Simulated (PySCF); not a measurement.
# C₂H₈FNSi: core binding energies at several levels of theory, part 2 of 3

PySCF 2.14.0. Atoms count from 0. The steps go on from the part before.

## (5) Core holes by ΔSCF: PBE, X2C

Job settings and geometry (Å):

```
{"job": {"kind": "xps", "xc": "PBE"}, "charge": 0, "multiplicity": 1}
C     -1.716802     0.636563     0.102674
N     -1.012045    -0.532753    -0.366348
Si     0.672979    -0.685803    -0.628027
C      1.654399     0.120479     0.730847
F      1.173029     0.027758    -2.015211
H     -2.504404     0.373585     0.829592
H     -2.189658     1.220451    -0.708479
H     -1.021393     1.313147     0.621704
H     -1.612287    -1.225235    -0.800224
H      0.948461    -2.137375    -0.804911
H      1.456335     1.202455     0.781626
H      1.423909    -0.322877     1.711057
H      2.730831    -0.002695     0.537644
```

Method: delta-SCF UKS PBE, pcX-2 on the ionised atom, pcseg-1 elsewhere, spin-free X2C.

Log:

```text
ground state, core basis on atom 0 (C), 145 functions
  cycle   1  E = -525.32068718  |g| = 7.14e-01
  cycle   2  E = -525.09023424  |g| = 1.29e+00
  cycle   3  E = -525.42865959  |g| = 1.34e-01
  cycle   4  E = -525.43213937  |g| = 5.02e-02
  cycle   5  E = -525.43269189  |g| = 9.26e-03
  cycle   6  E = -525.43270577  |g| = 5.93e-03
  cycle   7  E = -525.43271402  |g| = 6.27e-04
  cycle   8  E = -525.43271367  |g| = 1.44e-04
  E(ground) = -525.43243734 Eh
hole in C 1s of atom 0
  cycle   1  E = -514.19620239  |g| = 1.52e+00
  cycle   2  E = -512.65779319  |g| = 2.29e+00
  cycle   3  E = -514.63582733  |g| = 4.68e-01
  cycle   4  E = -514.67790282  |g| = 3.96e-01
  cycle   5  E = -514.73817108  |g| = 8.97e-02
  cycle   6  E = -514.74112490  |g| = 3.58e-02
  cycle   7  E = -514.74156577  |g| = 9.26e-03
  cycle   8  E = -514.74159818  |g| = 1.87e-03
  cycle   9  E = -514.74160154  |g| = 3.97e-04
  E(ion) = -514.74136712 Eh   <S^2> = 0.7608   hole on atom = 1.000   binding energy = 290.919 eV
ground state, core basis on atom 1 (N), 145 functions
  cycle   1  E = -525.44608481  |g| = 9.07e-02
  cycle   2  E = -525.44589747  |g| = 3.62e-02
  cycle   3  E = -525.44554480  |g| = 5.53e-02
  cycle   4  E = -525.44615920  |g| = 4.14e-03
  cycle   5  E = -525.44616263  |g| = 8.85e-04
  cycle   6  E = -525.44616321  |g| = 2.18e-04
  E(ground) = -525.44602750 Eh
hole in N 1s of atom 1
  cycle   1  E = -509.90496530  |g| = 1.89e+00
  cycle   2  E = -508.90302759  |g| = 2.34e+00
  cycle   3  E = -510.53608844  |g| = 4.38e-01
  cycle   4  E = -510.57264443  |g| = 3.08e-01
  cycle   5  E = -510.60317123  |g| = 8.37e-02
  cycle   6  E = -510.60543595  |g| = 2.08e-02
  cycle   7  E = -510.60564859  |g| = 4.74e-03
  cycle   8  E = -510.60565905  |g| = 9.95e-04
  cycle   9  E = -510.60565959  |g| = 2.56e-04
  E(ion) = -510.60554872 Eh   <S^2> = 0.7585   hole on atom = 1.000   binding energy = 403.830 eV
ground state, core basis on atom 2 (Si), 156 functions
  cycle   1  E = -525.51193386  |g| = 2.72e-01
  cycle   2  E = -525.51180359  |g| = 6.79e-02
  cycle   3  E = -525.51147223  |g| = 7.09e-02
  cycle   4  E = -525.51239189  |g| = 2.12e-02
  cycle   5  E = -525.51248669  |g| = 2.79e-03
  cycle   6  E = -525.51248670  |g| = 8.69e-04
  cycle   7  E = -525.51248883  |g| = 1.47e-04
  E(ground) = -525.51238544 Eh
hole in Si 1s of atom 2
  cycle   1  E = -456.67040414  |g| = 4.42e+00
  cycle   2  E = -456.29412835  |g| = 2.50e+00
  cycle   3  E = -457.07462115  |g| = 1.12e+00
  cycle   4  E = -457.63890257  |g| = 4.93e-01
  cycle   5  E = -457.72042283  |g| = 2.18e-01
  cycle   6  E = -457.74279368  |g| = 5.26e-02
  cycle   7  E = -457.74365161  |g| = 3.11e-02
  cycle   8  E = -457.74397235  |g| = 9.71e-03
  cycle   9  E = -457.74401315  |g| = 1.73e-03
  cycle  10  E = -457.74401435  |g| = 3.79e-04
  E(ion) = -457.74397331 Eh   <S^2> = 0.7513   hole on atom = 1.000   binding energy = 1844.072 eV
hole in Si 2p of atom 2
  cycle   1  E = -521.26044712  |g| = 1.24e+00
  cycle   2  E = -520.87569068  |g| = 1.39e+00
  cycle   3  E = -521.47814970  |g| = 4.57e-01
  cycle   4  E = -521.56730546  |g| = 1.81e-01
  cycle   5  E = -521.57915268  |g| = 7.26e-02
  cycle   6  E = -521.58122561  |g| = 3.45e-02
  cycle   7  E = -521.58169118  |g| = 5.51e-03
  cycle   8  E = -521.58170372  |g| = 2.14e-03
  cycle   9  E = -521.58170483  |g| = 3.95e-04
  E(ion) = -521.58166789 Eh   <S^2> = 0.7516   hole on atom = 1.002   binding energy = 106.960 eV
  2p3/2 = 106.704 eV   2p1/2 = 107.330 eV
ground state, core basis on atom 3 (C), 145 functions
  cycle   1  E = -525.43237625  |g| = 7.72e-02
  cycle   2  E = -525.43210086  |g| = 4.92e-02
  cycle   3  E = -525.43222497  |g| = 4.50e-02
  cycle   4  E = -525.43259583  |g| = 6.42e-03
  cycle   5  E = -525.43260702  |g| = 8.01e-04
  cycle   6  E = -525.43260802  |g| = 4.91e-04
  E(ground) = -525.43260467 Eh
hole in C 1s of atom 3
  cycle   1  E = -514.23578860  |g| = 1.52e+00
  cycle   2  E = -513.29582421  |g| = 1.99e+00
  cycle   3  E = -514.72075858  |g| = 4.06e-01
  cycle   4  E = -514.74299918  |g| = 3.41e-01
  cycle   5  E = -514.79022612  |g| = 5.72e-02
  cycle   6  E = -514.79156929  |g| = 1.89e-02
  cycle   7  E = -514.79169076  |g| = 6.23e-03
  cycle   8  E = -514.79170503  |g| = 1.09e-03
  cycle   9  E = -514.79170551  |g| = 5.92e-04
  cycle  10  E = -514.79170572  |g| = 2.37e-04
  E(ion) = -514.79163532 Eh   <S^2> = 0.7602   hole on atom = 1.000   binding energy = 289.556 eV
ground state, core basis on atom 4 (F), 145 functions
  cycle   1  E = -525.48313277  |g| = 1.39e-01
  cycle   2  E = -525.48233062  |g| = 8.68e-02
  cycle   3  E = -525.48210980  |g| = 9.57e-02
  cycle   4  E = -525.48342634  |g| = 6.20e-03
  cycle   5  E = -525.48343602  |g| = 2.48e-03
  cycle   6  E = -525.48343569  |g| = 3.52e-04
  E(ground) = -525.48356664 Eh
hole in F 1s of atom 4
  cycle   1  E = -499.20152079  |g| = 2.62e+00
  cycle   2  E = -498.76242195  |g| = 2.43e+00
  cycle   3  E = -499.94567524  |g| = 6.22e-01
  cycle   4  E = -499.90810242  |g| = 6.46e-01
  cycle   5  E = -500.11022898  |g| = 8.07e-02
  cycle   6  E = -500.11259712  |g| = 4.46e-02
  cycle   7  E = -500.11365830  |g| = 7.37e-03
  cycle   8  E = -500.11368748  |g| = 1.85e-03
  cycle   9  E = -500.11368965  |g| = 3.09e-04
  E(ion) = -500.11413381 Eh   <S^2> = 0.7542   hole on atom = 1.000   binding energy = 690.337 eV
```

Wall time 29 s (1 thread of Intel Xeon Platinum 8175M at 2.50GHz, shared host); peak memory 0.65 GiB.

The holes in one table. −ε is the ground-state orbital energy:

```csv
hole,stands for,environment,ΔSCF (eV; 2p as the shell's mean),−ε (eV),⟨S²⟩
C1s on C0,C0,methyl carbon bonded to N,290.92,269.9,0.761
N1s on N1,N1,"nitrogen bonded to C, Si, H",403.83,380.5,0.758
Si1s on Si2,Si2,"silicon bonded to C, F, N, H",1844.07,1784.0,0.751
Si2p on Si2,Si2,"silicon bonded to C, F, N, H",106.91,94.4,0.752
C1s on C3,C3,methyl carbon bonded to Si,289.56,268.8,0.760
F1s on F4,F4,fluorine bonded to Si,690.34,659.5,0.754
```

With the spin-orbit splitting: Si2 2p3/2 106.70, 2p1/2 107.33 eV. The table gives each 2p level as the mean over the whole 2p shell (two parts 2p3/2, one part 2p1/2), which differs a little from the single hole in the log.

## (6) Core holes by ΔSCF: HF, X2C

The job, as its differences from that of step 5:

```diff
@@ -1,2 +1,2 @@
-{"job": {"kind": "xps", "xc": "PBE"}, "charge": 0, "multiplicity": 1}
+{"job": {"kind": "xps", "xc": "HF"}, "charge": 0, "multiplicity": 1}
 C     -1.716802     0.636563     0.102674
```

Method: delta-SCF UKS HF, pcX-2 on the ionised atom, pcseg-1 elsewhere, spin-free X2C.

Log:

```text
ground state, core basis on atom 0 (C), 145 functions
  cycle   1  E = -523.86483695  |g| = 5.21e-01
  cycle   2  E = -523.92292925  |g| = 2.82e-01
  cycle   3  E = -523.93620931  |g| = 5.93e-02
  cycle   4  E = -523.93724123  |g| = 9.19e-03
  cycle   5  E = -523.93726969  |g| = 2.69e-03
  cycle   6  E = -523.93727242  |g| = 8.20e-04
  cycle   7  E = -523.93727273  |g| = 2.43e-04
  E(ground) = -523.93727273 Eh
hole in C 1s of atom 0
  cycle   1  E = -512.67151266  |g| = 1.49e+00
  cycle   2  E = -513.02999440  |g| = 7.45e-01
  cycle   3  E = -513.20871858  |g| = 1.05e-01
  cycle   4  E = -513.21333463  |g| = 2.41e-02
  cycle   5  E = -513.21390918  |g| = 1.61e-02
  cycle   6  E = -513.21435016  |g| = 9.18e-03
  cycle   7  E = -513.21457600  |g| = 2.57e-03
  cycle   8  E = -513.21459058  |g| = 8.53e-04
  cycle   9  E = -513.21459130  |g| = 3.15e-04
  E(ion) = -513.21459130 Eh   <S^2> = 0.7890   hole on atom = 1.000   binding energy = 291.779 eV
ground state, core basis on atom 1 (N), 145 functions
  cycle   1  E = -523.95368468  |g| = 3.28e-02
  cycle   2  E = -523.95379496  |g| = 5.58e-03
  cycle   3  E = -523.95380106  |g| = 2.82e-03
  cycle   4  E = -523.95380271  |g| = 4.10e-04
  E(ground) = -523.95380271 Eh
hole in N 1s of atom 1
  cycle   1  E = -508.40172968  |g| = 1.85e+00
  cycle   2  E = -508.81726539  |g| = 1.02e+00
  cycle   3  E = -509.09322124  |g| = 1.12e-01
  cycle   4  E = -509.09749922  |g| = 2.30e-02
  cycle   5  E = -509.09794005  |g| = 1.42e-02
  cycle   6  E = -509.09816629  |g| = 6.66e-03
  cycle   7  E = -509.09823488  |g| = 2.08e-03
  cycle   8  E = -509.09824099  |g| = 7.19e-04
  cycle   9  E = -509.09824165  |g| = 2.51e-04
  E(ion) = -509.09824165 Eh   <S^2> = 0.7756   hole on atom = 1.000   binding energy = 404.240 eV
ground state, core basis on atom 2 (Si), 156 functions
  cycle   1  E = -524.02077653  |g| = 7.97e-02
  cycle   2  E = -524.02120306  |g| = 1.41e-02
  cycle   3  E = -524.02123408  |g| = 6.30e-03
  cycle   4  E = -524.02124276  |g| = 1.12e-03
  cycle   5  E = -524.02124321  |g| = 3.03e-04
  E(ground) = -524.02124321 Eh
hole in Si 1s of atom 2
  cycle   1  E = -455.05151640  |g| = 4.32e+00
  cycle   2  E = -455.97430739  |g| = 1.01e+00
  cycle   3  E = -456.07751020  |g| = 1.30e-01
  cycle   4  E = -456.08250080  |g| = 4.97e-02
  cycle   5  E = -456.08341961  |g| = 8.39e-03
  cycle   6  E = -456.08347306  |g| = 3.31e-03
  cycle   7  E = -456.08348762  |g| = 1.46e-03
  cycle   8  E = -456.08349141  |g| = 8.15e-04
  cycle   9  E = -456.08349263  |g| = 3.71e-04
  E(ion) = -456.08349263 Eh   <S^2> = 0.7538   hole on atom = 1.000   binding energy = 1848.680 eV
hole in Si 2p of atom 2
  cycle   1  E = -519.76827019  |g| = 1.21e+00
  cycle   2  E = -520.03735317  |g| = 4.12e-01
  cycle   3  E = -520.07297106  |g| = 5.90e-02
  cycle   4  E = -520.07421900  |g| = 2.39e-02
  cycle   5  E = -520.07449647  |g| = 6.66e-03
  cycle   6  E = -520.07454350  |g| = 3.18e-03
  cycle   7  E = -520.07455904  |g| = 1.45e-03
  cycle   8  E = -520.07456246  |g| = 6.99e-04
  cycle   9  E = -520.07456316  |g| = 2.32e-04
  E(ion) = -520.07456316 Eh   <S^2> = 0.7557   hole on atom = 1.002   binding energy = 107.395 eV
  2p3/2 = 107.182 eV   2p1/2 = 107.777 eV
ground state, core basis on atom 3 (C), 145 functions
  cycle   1  E = -523.93774781  |g| = 2.74e-02
  cycle   2  E = -523.93785202  |g| = 5.30e-03
  cycle   3  E = -523.93785945  |g| = 2.81e-03
  cycle   4  E = -523.93786111  |g| = 5.76e-04
  cycle   5  E = -523.93786127  |g| = 1.63e-04
  E(ground) = -523.93786127 Eh
hole in C 1s of atom 3
  cycle   1  E = -512.71971708  |g| = 1.49e+00
  cycle   2  E = -513.08947491  |g| = 7.37e-01
  cycle   3  E = -513.26591423  |g| = 9.56e-02
  cycle   4  E = -513.26963635  |g| = 2.17e-02
  cycle   5  E = -513.27009048  |g| = 1.46e-02
  cycle   6  E = -513.27043708  |g| = 7.19e-03
  cycle   7  E = -513.27056355  |g| = 1.86e-03
  cycle   8  E = -513.27057004  |g| = 7.67e-04
  cycle   9  E = -513.27057060  |g| = 2.46e-04
  E(ion) = -513.27057060 Eh   <S^2> = 0.7825   hole on atom = 1.000   binding energy = 290.272 eV
ground state, core basis on atom 4 (F), 145 functions
  cycle   1  E = -523.99354983  |g| = 4.25e-02
  cycle   2  E = -523.99368650  |g| = 8.97e-03
  cycle   3  E = -523.99369738  |g| = 4.66e-03
  cycle   4  E = -523.99370037  |g| = 4.91e-04
  E(ground) = -523.99370037 Eh
hole in F 1s of atom 4
  cycle   1  E = -497.71452932  |g| = 2.56e+00
  cycle   2  E = -498.38971904  |g| = 1.16e+00
  cycle   3  E = -498.60535786  |g| = 7.81e-02
  cycle   4  E = -498.60688835  |g| = 1.94e-02
  cycle   5  E = -498.60707800  |g| = 1.02e-02
  cycle   6  E = -498.60714251  |g| = 3.08e-03
  cycle   7  E = -498.60714982  |g| = 7.23e-04
  cycle   8  E = -498.60715050  |g| = 3.89e-04
  E(ion) = -498.60715050 Eh   <S^2> = 0.7608   hole on atom = 1.000   binding energy = 690.803 eV
```

It took 24 s on 1 thread of Intel Xeon Platinum 8175M at 2.50GHz, shared host; peak memory 0.65 GiB.

The holes in one table. −ε is the ground-state orbital energy:

```csv
hole,stands for,environment,ΔSCF (eV; 2p as the shell's mean),−ε (eV),⟨S²⟩
C1s on C0,C0,methyl carbon bonded to N,291.78,306.6,0.789
N1s on N1,N1,"nitrogen bonded to C, Si, H",404.24,423.2,0.776
Si1s on Si2,Si2,"silicon bonded to C, F, N, H",1848.68,1876.8,0.754
Si2p on Si2,Si2,"silicon bonded to C, F, N, H",107.38,115.7,0.756
C1s on C3,C3,methyl carbon bonded to Si,290.27,305.3,0.783
F1s on F4,F4,fluorine bonded to Si,690.80,715.1,0.761
```

With the spin-orbit splitting: Si2 2p3/2 107.18, 2p1/2 107.78 eV. The table gives each 2p level as the mean over the whole 2p shell (two parts 2p3/2, one part 2p1/2), which differs a little from the single hole in the log.

## (7) Core holes by ΔSCF: SCAN, X2C

The job, as its differences from that of step 6:

```diff
@@ -1,2 +1,2 @@
-{"job": {"kind": "xps", "xc": "HF"}, "charge": 0, "multiplicity": 1}
+{"job": {"kind": "xps", "basis": "pcX-1"}, "charge": 0, "multiplicity": 1}
 C     -1.716802     0.636563     0.102674
```

Method: delta-SCF UKS SCAN, pcX-1 on the ionised atom, pcseg-1 elsewhere, spin-free X2C.

Log:

```text
ground state, core basis on atom 0 (C), 124 functions
  cycle   1  E = -525.64505053  |g| = 7.00e-01
  cycle   2  E = -525.51160568  |g| = 1.09e+00
  cycle   3  E = -525.74464267  |g| = 1.25e-01
  cycle   4  E = -525.74758321  |g| = 3.92e-02
  cycle   5  E = -525.74790830  |g| = 1.15e-02
  cycle   6  E = -525.74793248  |g| = 5.68e-03
  cycle   7  E = -525.74793820  |g| = 6.38e-04
  cycle   8  E = -525.74793892  |g| = 1.85e-04
  E(ground) = -525.78234817 Eh
hole in C 1s of atom 0
  cycle   1  E = -514.47625052  |g| = 1.50e+00
  cycle   2  E = -513.70987930  |g| = 1.85e+00
  cycle   3  E = -514.97465134  |g| = 3.39e-01
  cycle   4  E = -515.01619759  |g| = 1.33e-01
  cycle   5  E = -515.02180189  |g| = 7.08e-02
  cycle   6  E = -515.02371298  |g| = 1.42e-02
  cycle   7  E = -515.02379087  |g| = 6.80e-03
  cycle   8  E = -515.02381349  |g| = 2.70e-03
  cycle   9  E = -515.02382003  |g| = 9.28e-04
  cycle  10  E = -515.02382199  |g| = 4.05e-04
  E(ion) = -515.05722745 Eh   <S^2> = 0.7696   hole on atom = 1.000   binding energy = 291.845 eV
ground state, core basis on atom 1 (N), 124 functions
  cycle   1  E = -525.74801916  |g| = 5.14e-02
  cycle   2  E = -525.74747604  |g| = 7.08e-02
  cycle   3  E = -525.74853452  |g| = 8.13e-03
  cycle   4  E = -525.74854075  |g| = 5.55e-03
  cycle   5  E = -525.74854909  |g| = 7.22e-04
  cycle   6  E = -525.74854842  |g| = 2.35e-04
  E(ground) = -525.78143511 Eh
hole in N 1s of atom 1
  cycle   1  E = -510.17875461  |g| = 1.86e+00
  cycle   2  E = -509.55096998  |g| = 2.05e+00
  cycle   3  E = -510.81950445  |g| = 4.13e-01
  cycle   4  E = -510.86030162  |g| = 2.22e-01
  cycle   5  E = -510.87540688  |g| = 6.53e-02
  cycle   6  E = -510.87671938  |g| = 1.61e-02
  cycle   7  E = -510.87684980  |g| = 4.41e-03
  cycle   8  E = -510.87686152  |g| = 1.06e-03
  cycle   9  E = -510.87686324  |g| = 4.89e-04
  E(ion) = -510.90926205 Eh   <S^2> = 0.7642   hole on atom = 1.000   binding energy = 404.692 eV
ground state, core basis on atom 2 (Si), 136 functions
  cycle   1  E = -525.84823387  |g| = 1.87e-01
  cycle   2  E = -525.84775473  |g| = 7.40e-02
  cycle   3  E = -525.84755307  |g| = 7.61e-02
  cycle   4  E = -525.84872048  |g| = 8.11e-03
  cycle   5  E = -525.84872531  |g| = 1.11e-03
  cycle   6  E = -525.84872764  |g| = 1.67e-04
  E(ground) = -525.84128515 Eh
hole in Si 1s of atom 2
  cycle   1  E = -456.89496407  |g| = 4.35e+00
  cycle   2  E = -456.97637695  |g| = 2.14e+00
  cycle   3  E = -457.54323167  |g| = 8.69e-01
  cycle   4  E = -457.88697400  |g| = 3.46e-01
  cycle   5  E = -457.93102777  |g| = 1.22e-01
  cycle   6  E = -457.93807141  |g| = 2.99e-02
  cycle   7  E = -457.93835584  |g| = 1.92e-02
  cycle   8  E = -457.93848272  |g| = 6.81e-03
  cycle   9  E = -457.93849909  |g| = 2.24e-03
  cycle  10  E = -457.93850277  |g| = 2.89e-04
  E(ion) = -457.94066820 Eh   <S^2> = 0.7520   hole on atom = 1.000   binding energy = 1847.670 eV
hole in Si 2p of atom 2
  cycle   1  E = -521.55462901  |g| = 1.23e+00
  cycle   2  E = -521.41338405  |g| = 1.12e+00
  cycle   3  E = -521.80291668  |g| = 3.58e-01
  cycle   4  E = -521.85996530  |g| = 1.23e-01
  cycle   5  E = -521.86563137  |g| = 4.40e-02
  cycle   6  E = -521.86649096  |g| = 1.83e-02
  cycle   7  E = -521.86661684  |g| = 6.02e-03
  cycle   8  E = -521.86662668  |g| = 2.44e-03
  cycle   9  E = -521.86662985  |g| = 3.15e-04
  E(ion) = -521.87115879 Eh   <S^2> = 0.7513   hole on atom = 1.003   binding energy = 108.033 eV
  2p3/2 = 107.784 eV   2p1/2 = 108.407 eV
ground state, core basis on atom 3 (C), 124 functions
  cycle   1  E = -525.74670216  |g| = 4.92e-02
  cycle   2  E = -525.74644140  |g| = 6.02e-02
  cycle   3  E = -525.74722047  |g| = 9.65e-03
  cycle   4  E = -525.74723272  |g| = 4.55e-03
  cycle   5  E = -525.74723636  |g| = 1.24e-03
  cycle   6  E = -525.74723539  |g| = 1.60e-04
  E(ground) = -525.78234138 Eh
hole in C 1s of atom 3
  cycle   1  E = -514.51829722  |g| = 1.50e+00
  cycle   2  E = -514.03122926  |g| = 1.67e+00
  cycle   3  E = -515.03484918  |g| = 3.30e-01
  cycle   4  E = -515.06340918  |g| = 1.92e-01
  cycle   5  E = -515.07601682  |g| = 4.05e-02
  cycle   6  E = -515.07653794  |g| = 1.22e-02
  cycle   7  E = -515.07659165  |g| = 5.25e-03
  cycle   8  E = -515.07660760  |g| = 1.11e-03
  cycle   9  E = -515.07660914  |g| = 4.40e-04
  E(ion) = -515.11077622 Eh   <S^2> = 0.7661   hole on atom = 1.000   binding energy = 290.388 eV
ground state, core basis on atom 4 (F), 124 functions
  cycle   1  E = -525.74523920  |g| = 5.25e-02
  cycle   2  E = -525.74492131  |g| = 5.63e-02
  cycle   3  E = -525.74557003  |g| = 1.18e-02
  cycle   4  E = -525.74558605  |g| = 6.68e-03
  cycle   5  E = -525.74559442  |g| = 2.90e-04
  E(ground) = -525.78358729 Eh
hole in F 1s of atom 4
  cycle   1  E = -499.43871660  |g| = 2.57e+00
  cycle   2  E = -499.29694676  |g| = 2.13e+00
  cycle   3  E = -500.22259497  |g| = 4.74e-01
  cycle   4  E = -500.22491653  |g| = 4.31e-01
  cycle   5  E = -500.31671127  |g| = 5.12e-02
  cycle   6  E = -500.31778942  |g| = 2.24e-02
  cycle   7  E = -500.31806663  |g| = 3.90e-03
  cycle   8  E = -500.31807337  |g| = 1.38e-03
  cycle   9  E = -500.31807388  |g| = 3.29e-04
  E(ion) = -500.36219036 Eh   <S^2> = 0.7564   hole on atom = 1.000   binding energy = 691.751 eV
```

Wall time 35 s (1 thread of Intel Xeon Platinum 8175M at 2.50GHz, shared host); peak memory 0.65 GiB.

Binding energies by hole, beside the orbital energy of the ground state; the difference holds orbital relaxation and, for a density functional, its self-interaction error:

```csv
hole,stands for,environment,ΔSCF (eV; 2p as the shell's mean),−ε (eV),⟨S²⟩
C1s on C0,C0,methyl carbon bonded to N,291.85,274.3,0.770
N1s on N1,N1,"nitrogen bonded to C, Si, H",404.69,385.5,0.764
Si1s on Si2,Si2,"silicon bonded to C, F, N, H",1847.67,1794.1,0.752
Si2p on Si2,Si2,"silicon bonded to C, F, N, H",107.99,96.9,0.751
C1s on C3,C3,methyl carbon bonded to Si,290.39,273.2,0.766
F1s on F4,F4,fluorine bonded to Si,691.75,665.3,0.756
```

With the spin-orbit splitting: Si2 2p3/2 107.78, 2p1/2 108.41 eV. The table gives each 2p level as the mean over the whole 2p shell (two parts 2p3/2, one part 2p1/2), which differs a little from the single hole in the log.

[end of part 2 of 3]
